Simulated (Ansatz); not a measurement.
# FH3InNO: the cost of one run

Method: RKS B3LYP/def2-SVP, in Ansatz 0.2.0.

### 1 The system as given

Bond lengths: N1–In2 2.048 Å, In2–O3 1.937 Å, In2–F4 1.968 Å, N1–H5 1.016 Å, N1–H6 1.017 Å, O3–H7 0.960 Å. Angles: N1–In2–O3 129.4°, N1–In2–F4 121.3°, O3–In2–F4 109.2°, In2–N1–H5 108.8°, In2–N1–H6 107.9°, H5–N1–H6 107.6°, In2–O3–H7 110.1°.

Coordinates:

```xyz
7

N    -0.1823   -0.6549   -1.5724
In   -0.1280    0.0237    0.3589
O     0.2339    1.8059    1.0256
F    -0.6036   -1.1474    1.8667
H    -0.0035   -1.6554   -1.5732
H     0.5745   -0.2060   -2.0822
H     0.1090    1.8341    1.9766
```

### 2 End point A

File input.yaml:

```yaml
crystal:
  periodic: [false, false, false]
  atoms:
    - { symbol: "N", position_ang: [-0.18231, -0.65491, -1.57238] }
    - { symbol: In, position_ang: [-0.12796, 0.0237, 0.3589] }
    - { symbol: O, position_ang: [0.23391, 1.80592, 1.02562] }
    - { symbol: F, position_ang: [-0.60363, -1.14741, 1.86673] }
    - { symbol: H, position_ang: [-0.00348, -1.65544, -1.57321] }
    - { symbol: H, position_ang: [0.57451, -0.20599, -2.08222] }
    - { symbol: H, position_ang: [0.10895, 1.83414, 1.97656] }
basis:
  gaussian: { orbitals: def2-SVP }
hamiltonian:
  xc: b3lyp
relax:
  f_tol: 0.015
  max_steps: 40
```

Command:

```
> ansatz run input.yaml --threads 1 --pin off --max-ram 2048MiB --backend cpu --events-out ev --progress --plain --runs-dir out
```

Q: Estimate wall time and peak memory on 1 thread of AMD EPYC 9R45 (Zen 5), shared host.

About 12 s, with a peak of 0.19 GiB.
